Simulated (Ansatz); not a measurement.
# SiH4N2F radical: how energies converge with the basis set

Aim: see how fast density functionals and correlated methods converge with the basis set for SiH4N2F radical.

The runs use Ansatz 0.2.0, Gaussian basis; one geometry, several basis sets.

The runs, in order: PBE0-D4/def2-SVP; ωB97M-V/def2-SVP; PBE0-D4/def2-QZVPP; ωB97M-V/def2-QZVPP; CCSD(T)/cc-pV(D+d)Z; CCSD(T)/cc-pV(T+d)Z; CCSD(T)/cc-pV(Q+d)Z; the functionals' def2-TZVPP values are taken from earlier runs.

### Step 1. The relaxed structure

The geometry comes from an earlier relaxation with PBE0-D4/def2-TZVP; it is a stationary point, not always the lowest conformer.

SMILES `[NH][SiH](N)F`, 8 atoms, charge 0, spin multiplicity 2.

Atoms are counted from 1 here; the program's logs count them from 0.

Bond lengths: N1–Si2 1.736 Å, N1–H5 1.022 Å, Si2–N3 1.693 Å, Si2–F4 1.601 Å, Si2–H6 1.474 Å, N3–H7 1.005 Å, N3–H8 1.005 Å. Angles: Si2–N1–H5 115.2°, N1–Si2–N3 109.9°, N1–Si2–F4 107.9°, N1–Si2–H6 110.9°, N3–Si2–F4 112.9°, N3–Si2–H6 108.0°, F4–Si2–H6 107.2°, Si2–N3–H7 124.8°, Si2–N3–H8 122.2°, H7–N3–H8 112.9°.

### Step 2. PBE0-D4 in def2-SVP

in.yaml reads:

```yaml
crystal:
  periodic: [false, false, false]
  atoms:
    - {symbol: N, position_ang: [-0.894172, -0.788686, -1.267925]}
    - {symbol: Si, position_ang: [-0.537961, 0.070638, 0.198101]}
    - {symbol: N, position_ang: [1.124346, 0.009733, 0.514006]}
    - {symbol: F, position_ang: [-1.087685, 1.566123, 0.037469]}
    - {symbol: H, position_ang: [-0.604798, -0.320210, -2.128328]}
    - {symbol: H, position_ang: [-1.242372, -0.530820, 1.344431]}
    - {symbol: H, position_ang: [1.843816, 0.236914, -0.150296]}
    - {symbol: H, position_ang: [1.490926, -0.300895, 1.396941]}
basis:
  gaussian: {orbitals: def2-SVP}
magnetization: {spin_polarized: true, initial_magnetization: 1}
hamiltonian: {xc: pbe0, dispersion: d4}
output: {orbitals: {seedname: orbitals}}
```

On the command line:

```bash
$ ansatz run in.yaml --threads 2 --pin off --events-out ev --progress --plain --max-ram 32768MiB --backend cpu
```

Further steps of the session: ωB97M-V in def2-SVP; PBE0-D4 in def2-QZVPP; ωB97M-V in def2-QZVPP; CCSD(T) in cc-pV(D+d)Z; CCSD(T) in cc-pV(T+d)Z; CCSD(T) in cc-pV(Q+d)Z.

**Question.** What will the summary of the whole plan be? Wanted: MP2 correlation recovered, cc-pV(D+d)Z; MP2 correlation recovered, cc-pV(T+d)Z; MP2 correlation recovered, cc-pV(Q+d)Z; difference of two CCSD(T) limits: def2 sets; PBE0-D4: double and triple zeta above quadruple; ωB97M-V: double and triple zeta above quadruple.

As calculated:

| quantity | value |
| --- | --- |
| MP2 correlation recovered, cc-pV(D+d)Z | 67.9 % |
| MP2 correlation recovered, cc-pV(T+d)Z | 87.6 % |
| MP2 correlation recovered, cc-pV(Q+d)Z | 94.9 % |
| difference of two CCSD(T) limits: def2 sets (earlier runs) less this series | -8 meV |
| PBE0-D4: double and triple zeta above quadruple | 10.91, 0.63 eV |
| ωB97M-V: double and triple zeta above quadruple | 11.07, 0.59 eV |

**Reading.** For PBE0-D4 the step from double to triple zeta gains 10.28 eV and the next only 0.63 eV. Correlation climbs from 68 % (cc-pV(D+d)Z) to 95 % (cc-pV(Q+d)Z) of the limit; Hartree-Fock is 0.187 eV from its own by then. A limit from the def2 sets, made apart, differs by 8 meV, a least measure of the doubt on such a limit. These are total energies; as a rule much of such shifts cancels in differences, which this series doesn't test.
